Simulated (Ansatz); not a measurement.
AlSn under changes of volume

One of the cells (25.236 Å³/atom); the others are scaled copies at fixed shape and fractional positions:

```
Sn Al
1.0
     4.19811    0.00000    0.00000
    -2.09905    3.63567    0.00000
     0.00000    0.00000    3.30685
Sn Al
1 1
Direct
  0.33333 0.66667 0.50000
  0.00000 0.00000 0.00000
```

The cell comes from a database or a generator and needn't be the stable form of this composition.

| Item | Value |
| --- | --- |
| Program | Ansatz 0.2.0 |
| Functional | r2SCAN |
| Potentials or basis | Ansatz PAW |
| Cutoff | 500 eV (not typed: the program's choice for these potentials) |
| k mesh | 7 × 7 × 8 |
| Occupations | fermi-dirac, width 0.05 eV |
| Spin | no spin polarisation |

```csv
volume (Å³/atom),energy over the lowest point (meV/atom),pressure (GPa)
23.722,8.12,2.5
24.227,?,?
24.731,0.00,0.0
25.236,1.60,-1.1
25.741,6.45,-2.1
26.245,14.23,-2.9
26.750,24.60,-3.7
```

Task: What does the run at 24.227 Å³/atom give?

Result: Energy over the lowest point 2.04 meV/atom; pressure 1.2 GPa.

Worked out: A Birch-Murnaghan fit of order 3 (a polynomial in V^(-2/3)) to the other rows has its minimum at 24.75 Å³/atom with B0 = V·E''(V) = 56 GPa and B' = 4.4 at fixed shape and positions, which overstates the stiffness. It gives 2.03 meV/atom at 24.227 Å³/atom, against the run's 2.04, and -dE/dV = 1.3 GPa, against 1.2.

Energies are extrapolated to zero smearing.

Caveats: the PAW data sets come from PBE, with cores solved anew for the run's functional, which leaves a small shift of forces and pressure.
